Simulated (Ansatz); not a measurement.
Runs of Ansatz 0.2.0 on Ta3N. The structure is trigonal, space group P-3m1 (No. 164). Conventional cell: a = 3.032 Å, b = 3.032 Å, c = 7.524 Å, α = 90.00°, β = 90.00°, γ = 120.00°. Ta (site symmetry 3m) is surrounded by 3 N at 2.19 Å. Around Ta (site symmetry -3m) lie 12 Ta at 3.01 to 3.03 Å. N (site symmetry -3m) is surrounded by 6 Ta at 2.19 Å. The cell comes from a database or a generator and needn't be the stable form of this composition.

```csv
level,cell,target pressure (GPa),gap on the mesh (eV),pressure (GPa),relaxed volume (Å³/atom)
LDA,relaxed to 30 GPa,30,none,30.0,-
BLYP+D4,relaxed,-,none,0.0,15.01
BLYP,relaxed,-,none,0.0,15.40
BLYP+D3(BJ),relaxed,-,none,0.0,(a)
```

Alike in all rows: task relaxation of cell and atoms; potentials or basis Ansatz PAW; no spin polarisation; k mesh 7 × 7 × 3; cutoff (eV) 420; smearing fermi-dirac 0.05 eV.

**Question.** Estimate the missing entries.

**Answer.** (a) 14.47.

Caveats: the plane-wave basis is chosen anew once the cell has moved, so the energies of steps on either side of that aren't comparable; the PAW data sets come from PBE, with cores solved anew for the run's functional, which leaves a small shift of forces and pressure; pairwise dispersion overbinds metals, which lowers pressure and volume (some runs).

A k mesh can miss the band edges, and the runs leave out spin-orbit coupling on Ta.

A gap of «none» marks a metal or a gap under the smearing width.
